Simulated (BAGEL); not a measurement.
# C2H4NOSi− (SMILES N#CCO[SiH2-]) at HF/STO-3G (density fitting with qzvpp-jkfit)

What is the vertical singlet–triplet gap of C2H4NOSi− at HF/STO-3G (density fitting with qzvpp-jkfit)? 

The calculation is run with BAGEL 1.2.2.

3 further runs of the same task are left out: 3 set aside as unsound or not needed. Runs told in other sessions of the task aren't counted.

## (1) The molecule

C2H4NOSi− has 9 atoms, charge -1, and is taken as a singlet. SMILES: `N#CCO[SiH2-]`. Geometry: relaxed at GFN2-xTB. This is one conformer, not always the lowest.

Bond lengths: N1–C2 1.152 Å, C2–C3 1.443 Å, C3–O4 1.348 Å, O4–Si5 1.756 Å, C3–H6 1.121 Å, C3–H7 1.116 Å, Si5–H8 1.520 Å, Si5–H9 1.489 Å. Some angles: N1–C2–C3 178.6°, C2–C3–O4 111.6°, C3–O4–Si5 111.4°, C2–C3–H6 109.4°, C2–C3–H7 107.3°, O4–C3–H6 110.7°, O4–C3–H7 112.3°, O4–Si5–H8 99.2°, O4–Si5–H9 94.5°, H6–C3–H7 105.3°.

## (2) A single-point energy at HF/STO-3G (density fitting with qzvpp-jkfit)

The input, calc.json:

```json
{ "bagel": [

{
  "title": "molecule",
  "basis": "sto-3g",
  "df_basis": "qzvpp-jkfit",
  "angstrom": true,
  "geometry": [
    { "atom": "N", "xyz": [    1.685550,    1.116750,   -2.385770 ] },
    { "atom": "C", "xyz": [    1.208260,    0.800680,   -1.386450 ] },
    { "atom": "C", "xyz": [    0.584750,    0.387910,   -0.152700 ] },
    { "atom": "O", "xyz": [   -0.662170,   -0.082410,   -0.358590 ] },
    { "atom": "Si", "xyz": [   -1.488210,   -0.395780,    1.159300 ] },
    { "atom": "H", "xyz": [    0.570670,    1.250250,    0.563750 ] },
    { "atom": "H", "xyz": [    1.251640,   -0.373300,    0.316790 ] },
    { "atom": "H", "xyz": [   -0.584400,   -1.489190,    1.705210 ] },
    { "atom": "H", "xyz": [   -2.566100,   -1.214910,    0.538450 ] }
  ]
},
{
  "title": "hf",
  "charge": -1
},
{
  "title": "print",
  "file": "orbitals.molden",
  "orbitals": true
}

]}
```

Launch:

```console
$ BAGEL_NUM_THREADS=1 BAGEL calc.json > calc.out
```

Log:

```text
* using 1 threads per process

  ===============================================================
  ===============================================================

  *** Geometry ***

  { "atom" : "N", "xyz" : [      3.185228,      2.110352,     -4.508452 ] },
  { "atom" : "C", "xyz" : [      2.283280,      1.513066,     -2.620011 ] },
  { "atom" : "C", "xyz" : [      1.105017,      0.733044,     -0.288561 ] },
  { "atom" : "O", "xyz" : [     -1.251320,     -0.155732,     -0.677637 ] },
  { "atom" : "Si", "xyz" : [     -2.812309,     -0.747916,      2.190759 ] },
  { "atom" : "H", "xyz" : [      1.078410,      2.362630,      1.065333 ] },
  { "atom" : "H", "xyz" : [      2.365257,     -0.705435,      0.598646 ] },
  { "atom" : "H", "xyz" : [     -1.104356,     -2.814161,      3.222380 ] },
  { "atom" : "H", "xyz" : [     -4.849226,     -2.295847,      1.017523 ] },

  Number of auxiliary basis functions:      504

  Since a DF basis is specified, we compute 2- and 3-index integrals:
    o Being stored without compression. Storage requirement is 0.004 GB

  Number of basis functions:       33
  Number of electrons      :       45

    * METHOD: MOLECULE                             0.19

  *** RHF ***

  === Nuclear Repulsion ===
   192.4038680121

      * DIIS with orbital gradients will be used.

  === RHF iteration (sto-3g) ===
      0       -489.95615991          0.02427845           0.02
      1       -490.03640944          0.01911605           0.02
      2       -490.11747689          0.00236786           0.02
      3       -490.11953181          0.00064924           0.02
      4       -490.11980930          0.00012530           0.02
      5       -490.11982020          0.00001935           0.02
      6       -490.11982048          0.00000954           0.02
      7       -490.11982057          0.00000360           0.02
      8       -490.11982058          0.00000128           0.02
      9       -490.11982059          0.00000036           0.02
     10       -490.11982059          0.00000009           0.02
     11       -490.11982059          0.00000003           0.02
     12       -490.11982059          0.00000001           0.02
    * SCF iteration converged.

    * Permanent dipole moment:
           (   -1.398312,    -0.672221,     0.431913) a.u.

    * METHOD: HF                                   0.39

    * METHOD: PRINT                                0.00

  ===============================================================
```

It took 0.72 s on 1 thread of Arm Neoverse V1, shared host; peak memory 0.077 GiB.

## (3) The triplet, same level

The input, job.json:

```json
{ "bagel": [

{
  "title": "molecule",
  "basis": "sto-3g",
  "df_basis": "qzvpp-jkfit",
  "angstrom": true,
  "geometry": [
    { "atom": "N", "xyz": [    1.685550,    1.116750,   -2.385770 ] },
    { "atom": "C", "xyz": [    1.208260,    0.800680,   -1.386450 ] },
    { "atom": "C", "xyz": [    0.584750,    0.387910,   -0.152700 ] },
    { "atom": "O", "xyz": [   -0.662170,   -0.082410,   -0.358590 ] },
    { "atom": "Si", "xyz": [   -1.488210,   -0.395780,    1.159300 ] },
    { "atom": "H", "xyz": [    0.570670,    1.250250,    0.563750 ] },
    { "atom": "H", "xyz": [    1.251640,   -0.373300,    0.316790 ] },
    { "atom": "H", "xyz": [   -0.584400,   -1.489190,    1.705210 ] },
    { "atom": "H", "xyz": [   -2.566100,   -1.214910,    0.538450 ] }
  ]
},
{ "title": "uhf", "charge": -1, "nopen": 2 },
{ "title": "print", "file": "orbitals.molden", "orbitals": true }

]}
```

Launch:

```console
$ BAGEL_NUM_THREADS=1 BAGEL job.json > job.out
```

Log:

```text
* using 1 threads per process

  ===============================================================
  ===============================================================

  *** Geometry ***

  { "atom" : "N", "xyz" : [      3.185228,      2.110352,     -4.508452 ] },
  { "atom" : "C", "xyz" : [      2.283280,      1.513066,     -2.620011 ] },
  { "atom" : "C", "xyz" : [      1.105017,      0.733044,     -0.288561 ] },
  { "atom" : "O", "xyz" : [     -1.251320,     -0.155732,     -0.677637 ] },
  { "atom" : "Si", "xyz" : [     -2.812309,     -0.747916,      2.190759 ] },
  { "atom" : "H", "xyz" : [      1.078410,      2.362630,      1.065333 ] },
  { "atom" : "H", "xyz" : [      2.365257,     -0.705435,      0.598646 ] },
  { "atom" : "H", "xyz" : [     -1.104356,     -2.814161,      3.222380 ] },
  { "atom" : "H", "xyz" : [     -4.849226,     -2.295847,      1.017523 ] },

  Number of auxiliary basis functions:      504

  Since a DF basis is specified, we compute 2- and 3-index integrals:
    o Being stored without compression. Storage requirement is 0.004 GB

  Number of basis functions:       33
  Number of electrons      :       45

    * METHOD: MOLECULE                             0.19

  *** Open-shell HF ***

  === Nuclear Repulsion ===
   192.4038680121

      * DIIS with orbital gradients will be used.

  === UHF iteration (sto-3g) ===
      0       -489.71769444          0.04400442           0.04
      1       -489.86631045          0.02482782           0.04
      2       -489.90094068          0.01557474           0.04
      3       -489.91866005          0.00177957           0.04
      4       -489.91972286          0.00095140           0.04
      5       -489.92021419          0.00048353           0.04
      6       -489.92041431          0.00028217           0.04
      7       -489.92050697          0.00015981           0.04
      8       -489.92055773          0.00009576           0.04
      9       -489.92058915          0.00007014           0.04
     10       -489.92062012          0.00004626           0.04
     11       -489.92063886          0.00003070           0.04
     12       -489.92064549          0.00002438           0.04
     13       -489.92064859          0.00002179           0.04
     14       -489.92065105          0.00001963           0.04
     15       -489.92065453          0.00001493           0.04
     16       -489.92065617          0.00000912           0.04
     17       -489.92065644          0.00000527           0.04
     18       -489.92065654          0.00000327           0.04
     19       -489.92065659          0.00000241           0.04
     20       -489.92065670          0.00000206           0.04
     21       -489.92065676          0.00000182           0.04
     22       -489.92065682          0.00000156           0.04
     23       -489.92065686          0.00000141           0.04
     24       -489.92065691          0.00000110           0.04
     25       -489.92065694          0.00000081           0.04
     26       -489.92065696          0.00000045           0.04
     27       -489.92065696          0.00000022           0.04
     28       -489.92065696          0.00000016           0.04
     29       -489.92065696          0.00000013           0.04
     30       -489.92065696          0.00000008           0.04
     31       -489.92065696          0.00000006           0.04
     32       -489.92065696          0.00000006           0.04
     33       -489.92065696          0.00000005           0.04
     34       -489.92065696          0.00000004           0.04
     35       -489.92065696          0.00000003           0.04
     36       -489.92065696          0.00000003           0.04
     37       -489.92065696          0.00000001           0.04
     38       -489.92065696          0.00000001           0.04
    * SCF iteration converged.

    * S^2 (UHF) is 2.0200

    * Permanent dipole moment:
           (    2.307780,     0.747045,    -3.267754) a.u.

    * METHOD: UHF                                  1.81

    * METHOD: PRINT                                0.00

  ===============================================================
```

It took 2.1 s on 1 thread of Arm Neoverse V1, shared host; peak memory 0.077 GiB.

## (4) Summary of results

Level: HF/STO-3G (density fitting with qzvpp-jkfit).

| quantity | value |
| --- | --- |
| singlet: total energy | -490.11982 Eh |
| singlet: HOMO energy | 2.46 eV |
| singlet: LUMO energy | 13.91 eV |
| singlet: HOMO–LUMO gap (to an unbound level, set by the basis) | 11.45 eV |
| triplet: total energy | -489.92066 Eh |
| triplet: ⟨S²⟩ | 2.020 |
| vertical energy of the triplet above the singlet | 5.420 eV |

At this shape the triplet lies 5.42 eV (523 kJ/mol) above the singlet. For an anion a state so high probably lies above electron detachment. In a minimal basis such a difference can be off by several eV, whatever the method. The HOMO (singlet) lies at positive energy, 2.46 eV: the electron is unbound at this level or held by a compact basis; values depend on the basis.
